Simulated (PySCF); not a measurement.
# Zn2: changing the method

Aim: see what other levels and later steps give for Zn2.

The runs use PySCF 2.14.0; method and basis as typed in the scripts.

2 further runs of the same task are left out: 2 that didn't finish.

## 1. Where the work starts

Zn2: 2 atoms, charge 0, spin multiplicity 1.

No contacts short enough for the rule that draws bonds.

## 2. The base run

input.py

```python
from pyscf import gto, scf, mcscf

mol = gto.M(
    atom='Zn 0 0 0; Zn 0 0 2.737',
    basis='lanl2dz',
    ecp={'Zn': 'lanl2dz'},
    charge=0,
    spin=0,
    verbose=4,
)
mf = scf.RHF(mol)
mf = mf.density_fit(auxbasis='def2-universal-jkfit')
mf.kernel()
mc = mcscf.CASCI(mf, 6, 4)
mc.kernel()
mc.analyze()
mf.dip_moment()
print('orbital energies (hartree):', mf.mo_energy[..., max(0, mol.nelec[1]-3):mol.nelec[0]+3].round(4))
```

Started as:

```bash
$ OMP_NUM_THREADS=1 python input.py
```

Its log is not repeated here.

It gives: E(SCF) = -127.022463 Eh, 11 cycles, E(CAS) − E(SCF) = -0.01247 Eh, μ = 0.00 D (of the SCF density).

The bond length is a typed value, not an optimised one.

## 3. Population analysis

Variant 1 changes step after the SCF: casci → analyze.

input.py

```python
from pyscf import gto, scf

mol = gto.M(
    atom='Zn 0 0 0; Zn 0 0 2.737',
    basis='lanl2dz',
    ecp={'Zn': 'lanl2dz'},
    charge=0,
    spin=0,
    verbose=4,
)
mf = scf.RHF(mol)
mf = mf.density_fit(auxbasis='def2-universal-jkfit')
mf.kernel()
mf.mulliken_pop()
mf.dip_moment()
print('orbital energies (hartree):', mf.mo_energy[..., max(0, mol.nelec[1]-3):mol.nelec[0]+3].round(4))
```

Started as:

```bash
$ OMP_NUM_THREADS=1 python input.py
```

## 4. O3lyp (RKS)

Variant 2 changes functional: none (Hartree–Fock) → o3lyp; SCF type: RHF → RKS; step after the SCF: casci → analyze.

input.py: that of step 2 with these lines changed.

```diff
@@ -1,2 +1,2 @@
-from pyscf import gto, scf, mcscf
+from pyscf import gto, dft
 
@@ -10,8 +10,6 @@
 )
-mf = scf.RHF(mol)
+mf = dft.RKS(mol, xc='o3lyp')
 mf = mf.density_fit(auxbasis='def2-universal-jkfit')
 mf.kernel()
-mc = mcscf.CASCI(mf, 6, 4)
-mc.kernel()
-mc.analyze()
+mf.mulliken_pop()
 mf.dip_moment()
```

## 5. ROHF

Variant 3 changes SCF type: RHF → ROHF.

input.py: that of step 2 with these lines changed.

```diff
@@ -10,3 +10,3 @@
 )
-mf = scf.RHF(mol)
+mf = scf.ROHF(mol)
 mf = mf.density_fit(auxbasis='def2-universal-jkfit')
```

## 6. Active space 4 electrons in 8 orbitals

Variant 4 changes active space: 4 electrons in 6 orbitals → 4 electrons in 8 orbitals.

input.py: that of step 2 with these lines changed.

```diff
@@ -13,3 +13,3 @@
 mf.kernel()
-mc = mcscf.CASCI(mf, 6, 4)
+mc = mcscf.CASCI(mf, 8, 4)
 mc.kernel()
```

Q: Predict the outcome of this session. Wanted: for each run, E(SCF); from base; gap; after the SCF.

**Answer**, as computed:

```csv
run,E(SCF) (hartree),from base (eV),cycles,gap (eV),after the SCF
base,-127.022463,0,11,7.06,CASCI correlation -0.339 eV
population analysis,-127.022463,0.0000,11,7.06,n/a
o3lyp (RKS),-131.607995,not comparable,14,3.25,n/a
ROHF,-127.022463,0.0000,11,n/a,CASCI correlation -0.339 eV
active space 4 electrons in 8 orbitals,-127.022463,0.0000,11,7.06,CASCI correlation -0.462 eV
```

**Reading.** With ROHF the SCF ends at the base energy. A lower total energy from another functional means nothing by itself.
